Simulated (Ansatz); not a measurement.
# Si4Ni2Cl: the cost of one run

Program: Ansatz 0.2.0. Level of theory: DFT PBE+D3(BJ), scalar-relativistic, plane waves, PAW. These are calculated values, not measurements.

The COD entry's cell or inner coordinates are ideal or old and differ from later refinements, so a difference from it is no clean test against experiment.

4 further runs of the same task are left out: 2 for a known fault of the program, 2 set aside as unsound or not needed.

**1. Starting point**

It takes space group Fm-3m (No. 225, cubic). The conventional cell has a = 5.381 Å, b = 5.381 Å, c = 5.381 Å, α = 90.00°, β = 90.00°, γ = 90.00°. Si (site symmetry -43m) has 4 Ni at 2.33 Å as nearest neighbours. Ni (site symmetry m-3m) has 8 Si at 2.33 Å as nearest neighbours.

Coordinates:

```cif
data_structure
_symmetry_space_group_name_H-M 'Fm-3m'
_symmetry_Int_Tables_number 225
_cell_length_a 5.3811
_cell_length_b 5.3811
_cell_length_c 5.3811
_cell_angle_alpha 90.000
_cell_angle_beta 90.000
_cell_angle_gamma 90.000
_cell_volume 155.82
loop_
_atom_site_label
_atom_site_type_symbol
_atom_site_symmetry_multiplicity
_atom_site_Wyckoff_symbol
_atom_site_fract_x
_atom_site_fract_y
_atom_site_fract_z
_atom_site_occupancy
Si1 Si 8 c 0.25000 0.75000 0.75000 1
Ni1 Ni 4 a 0.00000 0.00000 0.00000 1
```

This cell was relaxed beforehand with the same method: volume 12.98 Å³/atom, gap on the mesh none (metal).

**2. Plan of the scan**

Atoms count from 1 in the order of the input.

Cl is moved over the surface cell at a fixed height above a rigid substrate; the origin of the map has the adsorbate above Si6; the height is held at 3.10 Å.

The axes are (1) position of Cl7 along the first surface vector, from above Si6: 6 values from 0.000 to 0.833, periodic; (2) position of Cl7 along the second surface vector, from above Si6: 6 values from 0.000 to 0.833, periodic.

Nothing else is relaxed. Points are written as (first, second).

The two vectors of the plane (Å): (3.805, 0.000, 0.000); (-1.903, 3.295, 0.000).

**3. Grid point (0/6, 0/6) of the map's two axes**

The cell repeats along c, and a dipole correction in the vacuum removes the field between the copies.

input.yaml

```yaml
crystal:
  lattice:
    - [3.8050033461, 0.0, 0.0]
    - [-1.9025016731, 3.2952295592, 0.0]
    - [0.0, 0.0, 21.9577178808]
  atoms:
    - { symbol: Si, position: [0.0, 0.0, 0.1821682937] }
    - { symbol: Ni, position: [0.6666666667, 0.3333333333, 0.2175405058] }
    - { symbol: Si, position: [0.3333333333, 0.6666666667, 0.252912718] }
    - { symbol: Si, position: [0.6666666667, 0.3333333333, 0.3239192411] }
    - { symbol: Ni, position: [0.3333333333, 0.6666666667, 0.3579573807] }
    - { symbol: Si, position: [0.0, 0.0, 0.3897362161] }
    - { symbol: Cl, position: [0.0, 0.0, 0.5309166437] }
basis:
  ecutwfc: 420
kpoints:
  mp_grid: { grid: [9, 9, 1] }
hamiltonian:
  xc: pbe
  pseudopotentials: { kind: paw, azcp: { folder: soft_1 } }
  dispersion: d3bj
scf:
  occupations: { method: gaussian, width: 0.1 }
output:
  forces: true
  eigenvalues: true
efield:
  axis: 3
  dipole_correction: true
  ramp_width: 0.04
```

Command:

```sh
$ ansatz run input.yaml --threads 1 --pin off --max-ram 3072MiB --backend cpu --events-out ev --progress --plain --runs-dir out
```

Q: Estimate wall time and peak memory on 1 thread of Arm Neoverse V1, shared host.

About 16 s, with a peak of 0.44 GiB.
